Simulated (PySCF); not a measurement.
# C3H9AsSi: the cost of one run

The runs use PySCF 2.14.0, with density-fitted response routines of our own; the level of theory stands in each step. All values are computed, except where a source is named. Atoms count from 0, in the outputs and in this text.

## Step 1: The starting structure

14 atoms, charge 0, multiplicity 1; geometry from: PBE0-D3(BJ)/def2-SVP.

Bonds of the start (Å): C0–C1 1.34, C1–C2 1.49, C2–Si3 1.90, Si3–As4 2.37, C0–H5 1.09, C0–H6 1.09, C1–H7 1.10, C2–H8 1.10, C2–H9 1.10, Si3–H10 1.50, Si3–H11 1.50, As4–H12 1.53, As4–H13 1.53.

## Step 2: Shielding tensors: HF/pcSseg-1

The job: settings as JSON, then the geometry in Å.

```
{"job": {"kind": "nmr", "xc": "HF", "basis": "pcSseg-1", "pop": false}, "charge": 0, "multiplicity": 1}
C     -2.151243    -0.396249    -0.645962
C     -1.155971     0.478387    -0.812524
C     -0.620463     1.406605     0.227154
Si     1.016138     0.775640     0.954876
As     2.521870     0.314363    -0.822199
H     -2.695537    -0.477238     0.300685
H     -2.460717    -1.062170    -1.454998
H     -0.648483     0.509826    -1.785902
H     -1.333392     1.531030     1.059180
H     -0.428162     2.407253    -0.196600
H      1.635667     1.835038     1.812712
H      0.753727    -0.430841     1.798518
H      1.891620    -1.050402    -1.079470
H      3.558388    -0.269013     0.132821
```

With the program's defaults for keys left out, this is: GIAO HF/pcSseg-1 NMR shielding, non-relativistic, gas phase.

Command:

```sh
$ OMP_NUM_THREADS=1 python probes_run.py task.json out
```

One launch serves the whole session: the jobs run in the order shown.

Q: Estimate the wall time and peak memory of this first job on 1 thread of Arm Neoverse N1, shared host.

About 18 s, with a peak of 0.87 GiB.
